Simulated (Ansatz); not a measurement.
## CH3GeNO, SMILES O[C]1=[N][GeH2]1: a rigid scan of one bond length, step by step

Computed with Ansatz 0.2.0 through its Python package.

Notebook, run cell by cell (the value of a cell's last expression is shown):

**Cell 1**
```python
import ansatz as az
import numpy as np
```

**Cell 2**
```python
config = {
    'basis_set': 'def2-SVP',
    'functional': 'R2SCAN0',
}
```

**Cell 3**
```python
GEOMETRY = '''
O     1.61530   -0.59660    0.64030
C     0.25160   -0.41810    0.19450
N    -1.03330   -1.01580   -0.01830
Ge   -0.89840    0.68900   -0.49700
H     1.89390   -1.44790    0.96900
H    -1.27980    1.74160    0.60570
H    -0.48810    0.97980   -1.93990
'''
```

**Cell 4**
```python
geometry = az.Crystal.molecule()
for line in GEOMETRY.strip().splitlines():
    symbol, *xyz = line.split()
    geometry = geometry.atom(symbol, [float(v) for v in xyz])
```

**Cell 5**
```python
symbols = [site.symbol for site in geometry.cartesian_sites]
start = np.array([site.position_ang for site in geometry.cartesian_sites])
axis = (start[5] - start[3]) / np.linalg.norm(start[5] - start[3])
moving = [5]
lengths, energies = [1.383, 1.446, 1.509, 1.571, 1.634, 1.697, 1.76, 1.854], []
for length in lengths:
    xyz = start.copy()
    xyz[moving] += (length - np.linalg.norm(start[5] - start[3])) * axis
    point = az.Crystal.molecule()
    for symbol, place in zip(symbols, xyz):
        point = point.atom(symbol, place.tolist())
    calc = (
        point.calculation()
        .basis(gaussian=config['basis_set'])
        .functional(config['functional'])
    )
    rep = calc.run(threads=1, pin='off').report
    energies.append(rep['free_energy_ev'])
    print(f'r = {length:6.3f} A  E = {energies[-1]:.5f} eV  <S^2> = {abs(rep["mean_field"]["state"]["spin_squared"]):.3f}')
```
Output:
```text
r =  1.383 A  E = -61122.10049 eV  <S^2> = 0.000
r =  1.446 A  E = -61122.26218 eV  <S^2> = 0.000
r =  1.509 A  E = -61122.32394 eV  <S^2> = 0.000
r =  1.571 A  E = -61122.31024 eV  <S^2> = 0.000
r =  1.634 A  E = -61122.23910 eV  <S^2> = 0.000
r =  1.697 A  E = -61122.12485 eV  <S^2> = 0.000
r =  1.760 A  E = -61121.97899 eV  <S^2> = 0.000
r =  1.854 A  E = -61121.72156 eV  <S^2> = 0.000
```

**Cell 6**
```python
fit = np.polynomial.Polynomial.fit(lengths, np.array(energies) - min(energies), 4).convert()
roots = [r.real for r in fit.deriv().roots() if abs(r.imag) < 1e-9 and fit.deriv(2)(r.real) > 0]
r_e = min(roots, key=lambda r: abs(r - lengths[int(np.argmin(energies))]))
print(f'minimum of the fit at {r_e:.4f} A, force constant {fit.deriv(2)(r_e):.2f} eV/A^2')
```
Output:
```text
minimum of the fit at 1.5265 A, force constant 17.84 eV/A^2
```

What to keep in mind:
- Total energies depend on the basis set; only differences at equal settings carry meaning.
- The rest of the molecule is held rigid at a force-field or estimated start geometry, and the basis set is modest; single-reference methods fail as a bond breaks.
- The orbitals are restricted, so S² is zero by construction.
- Wall time of the script: 38 s on 1 thread of Arm Neoverse V2, on a shared host, peak memory 0.26 GiB.
